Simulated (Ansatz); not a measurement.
# KP2: the cost of one run

Method: DFT PBE+D3(BJ), scalar-relativistic, plane waves, PAW, in Ansatz 0.2.0.

## Step 1: The structure to begin with

The structure is trigonal, space group P-3m1 (No. 164). The conventional cell has a = 4.582 Å, b = 4.582 Å, c = 6.011 Å, α = 90.00°, β = 90.00°, γ = 120.00°. K (site symmetry -3m) has 6 P at 3.25 Å as nearest neighbours. P (site symmetry 3m) has 3 K at 3.25 Å as nearest neighbours.

Coordinates:

```xyz
3
Lattice="4.5825 0.0000 0.0000 -2.2912 3.9686 0.0000 0.0000 0.0000 6.0111" Properties=species:S:1:pos:R:3 pbc="T T T"
K     0.0000    0.0000    0.0000
P     0.0000    2.6457    4.1236
P     2.2913    1.3229    1.8875
```

Recipe of the guess: close-packed anion layers stacked AB|A, with sites between them filled layer by layer (P-3m1, No. 164). Its size is a rough estimate.

## Step 2: A first look at the guess

Contents of input.yaml:

```yaml
crystal:
  lattice:
    - [4.5825, 0.0, 0.0]
    - [-2.29125, 3.96856141, 0.0]
    - [0.0, 0.0, 6.01110771]
  atoms:
    - { symbol: K, position: [0.0, 0.0, 0.0] }
    - { symbol: P, position: [0.33333333, 0.66666667, 0.68599467] }
    - { symbol: P, position: [0.66666667, 0.33333333, 0.31400533] }
basis:
  ecutwfc: 420
kpoints:
  mp_grid: { grid: [6, 6, 4] }
hamiltonian:
  xc: pbe
  dispersion: d3bj
scf:
  occupations: { method: gaussian, width: 0.1 }
  lower_state_search: "off"
output:
  forces: true
  stress: true
  eigenvalues: true
```

Command:

```console
> ansatz run input.yaml --threads 1 --pin off --max-ram 2048MiB --backend cpu --events-out ev --progress --plain --runs-dir out
```

Q: Estimate wall time and peak memory on 1 thread of Arm Neoverse V1, shared host.

About 2.6 s, with a peak of 0.34 GiB.
